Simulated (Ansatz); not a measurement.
Crystal: MoSe.

```
Mo Se
1.0
     3.50023    0.00000    0.00000
     0.00000    3.50023    0.00000
     0.00000    0.00000    3.50023
Mo Se
1 1
Direct
  0.00000 0.00000 0.00000
  0.50000 0.50000 0.50000
```

The cell was built by a generator and needn't be a form met in nature.

```yaml
Program: Ansatz 0.2.0
Task: relaxation of cell and atoms
Functional: PBE0
Potentials_or_basis: Ansatz PAW
Cutoff: "420 eV (not typed: the program's choice for these potentials)"
k_mesh: 4 × 4 × 4
Occupations: fermi-dirac, width 0.05 eV
Spin: no spin polarisation
```

At the start: volume 21.44 Å³/atom.

Task: How do energy, volume and symmetry change on relaxing?

Result: It ends after 7 steps and the volume is 14.87 Å³/atom (-30.6 %); space group Pm-3m (No. 221, to 0.05 Å).

The path:
```tsv
step	energy change (eV)	largest force (eV/Å)	volume (Å³)
1	0.0000	0.0000	42.88
2	-1.1613	0.0000	36.91
3	-1.8612	0.0000	31.52
4	-1.9289	0.0000	29.47
5	-1.9306	0.0000	29.76
6	-1.9306	0.0000	29.74
7	-1.9285	0.0000	29.74
```

Final structure:
```xyz
2
Lattice="3.0983 0.0000 0.0000 0.0000 3.0983 0.0000 0.0000 0.0000 3.0983" Properties=species:S:1:pos:R:3 pbc="T T T"
Mo    0.0000    0.0000    0.0000
Se    1.5491    1.5491    1.5491
```

Caveat: the k mesh is coarse (spacing up to 0.45 Å⁻¹), so the values aren't converged, least of all with exact exchange; the volume moved by over 15 % at a fixed basis, so the end points are rough; the plane-wave basis is chosen anew once the cell has moved, so the energies of steps on either side of that aren't comparable; the PAW data sets come from PBE, with cores solved anew for the run's functional, which leaves a small shift of forces and pressure.
